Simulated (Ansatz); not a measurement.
# C₇H₇ radical: energies up the ladder

An exercise on one series of results from a longer session: the logs are not shown, and one member is left open.

Computed with Ansatz 0.2.0 (the levels named in each step, unless a step's input says otherwise).

### The structure to begin with

Bond lengths: C1–C2 1.210 Å, C2–C3 1.379 Å, C3–C4 1.402 Å, C4–C5 1.359 Å, C5–C6 1.494 Å, C3–C7 1.504 Å, C6–C7 1.539 Å, C1–H8 1.049 Å, C4–H9 1.076 Å, C5–H10 1.075 Å, C6–H11 1.095 Å, C6–H12 1.093 Å, C7–H13 1.093 Å, C7–H14 1.093 Å. Angles (14 of 23 angles, heavy atoms first): C1–C2–C3 179.6°, C2–C3–C4 126.8°, C2–C3–C7 123.8°, C4–C3–C7 109.5°, C3–C4–C5 111.0°, C4–C5–C6 111.1°, C5–C6–C7 104.2°, C3–C7–C6 104.2°, C2–C1–H8 179.5°, C3–C4–H9 123.6°, C5–C4–H9 125.5°, C4–C5–H10 126.4°, C6–C5–H10 122.5°, C5–C6–H11 111.1°.

As a file:

```xyz
14

C     2.8851    0.5624   -0.2020
C     1.6970    0.3512   -0.1091
C     0.3446    0.1012   -0.0079
C    -0.6272    0.9514    0.5392
C    -1.8612    0.3848    0.4741
C    -1.8006   -0.9671   -0.1594
C    -0.3102   -1.1654   -0.4866
H     3.9127    0.7547   -0.2825
H    -0.4056    1.9205    0.9517
H    -2.7803    0.8178    0.8245
H    -2.4243   -1.0101   -1.0580
H    -2.1751   -1.7361    0.5212
H     0.1100   -2.0366    0.0226
H    -0.1392   -1.3105   -1.5568
```

The first run:

input.yaml

```yaml
crystal:
  periodic: [false, false, false]
  atoms:
    - { symbol: C, position_ang: [2.88505, 0.5624, -0.20196] }
    - { symbol: C, position_ang: [1.69697, 0.35116, -0.10915] }
    - { symbol: C, position_ang: [0.34462, 0.10121, -0.00794] }
    - { symbol: C, position_ang: [-0.62724, 0.95135, 0.53922] }
    - { symbol: C, position_ang: [-1.86124, 0.38477, 0.47406] }
    - { symbol: C, position_ang: [-1.80059, -0.96713, -0.15941] }
    - { symbol: C, position_ang: [-0.31017, -1.16544, -0.48662] }
    - { symbol: H, position_ang: [3.91268, 0.75466, -0.28247] }
    - { symbol: H, position_ang: [-0.40564, 1.92053, 0.95171] }
    - { symbol: H, position_ang: [-2.78031, 0.81778, 0.82448] }
    - { symbol: H, position_ang: [-2.42428, -1.0101, -1.05804] }
    - { symbol: H, position_ang: [-2.17512, -1.73612, 0.52116] }
    - { symbol: H, position_ang: [0.10997, -2.03658, 0.02262] }
    - { symbol: H, position_ang: [-0.13922, -1.31047, -1.55678] }
magnetization:
  spin_polarized: true
  initial_magnetization: 1
basis:
  gaussian: { orbitals: def2-SVP }
hamiltonian:
  xc: pbe
  dispersion: d4
relax:
  f_tol: 0.03
  max_steps: 200
```

On the command line:

```bash
> ansatz run input.yaml --threads 4 --pin off --max-ram 10240MiB --backend cpu --events-out ev --progress --plain --runs-dir out
```

Among the steps run: A rough first relaxation, PBE-D4/def2-SVP; Relaxation, PBE0-D4/def2-TZVP; Relaxation, PBE0-D4/def2-SVP; Frequencies, PBE0-D4/def2-SVP; Single point, PBE-D4/def2-TZVPP; Single point, r2SCAN-D4/def2-TZVPP; Single point, B3LYP-D4/def2-TZVPP; Single point, wB97M-V/def2-TZVPP; Single point, B2PLYP/def2-TZVPP; Single point, PBE0-D4/def2-TZVPP; Single point, LDA/def2-TZVPP; Single point, PBE0-D4/def2-SVP; Single point, PBE-D4/def2-SVP; The cation of multiplicity 1 at the same geometry, PBE0-D4/def2-TZVPP; The cation of multiplicity 1 at the same geometry, PBE-D4/def2-TZVPP; The cation of multiplicity 1 at the same geometry, r2SCAN-D4/def2-TZVPP; The cation of multiplicity 1 at the same geometry, B3LYP-D4/def2-TZVPP; The cation of multiplicity 1 at the same geometry, wB97M-V/def2-TZVPP; The cation of multiplicity 1 at the same geometry, B2PLYP/def2-TZVPP.

One of the session's tables, all rows but one given; the rest of the session is left out.

It belongs to the step «Vertical ionisation energy». 

```
               level  vertical ionisation energy (eV)  from B2PLYP/def2-TZVPP (eV)
  PBE0-D4/def2-TZVPP                            6.897                       +0.224
   PBE-D4/def2-TZVPP                            6.737                       +0.065
r2SCAN-D4/def2-TZVPP                                ?                            ?
 B3LYP-D4/def2-TZVPP                            6.862                       +0.190
  wB97M-V/def2-TZVPP                            6.783                       +0.111
   B2PLYP/def2-TZVPP                            6.673                       +0.000
```

Estimate the missing values for r2SCAN-D4/def2-TZVPP.

As computed: vertical ionisation energy (eV): 6.868; from B2PLYP/def2-TZVPP (eV): +0.195. In the column «vertical ionisation energy (eV)» it lies between B3LYP-D4/def2-TZVPP (6.862) and PBE0-D4/def2-TZVPP (6.897).
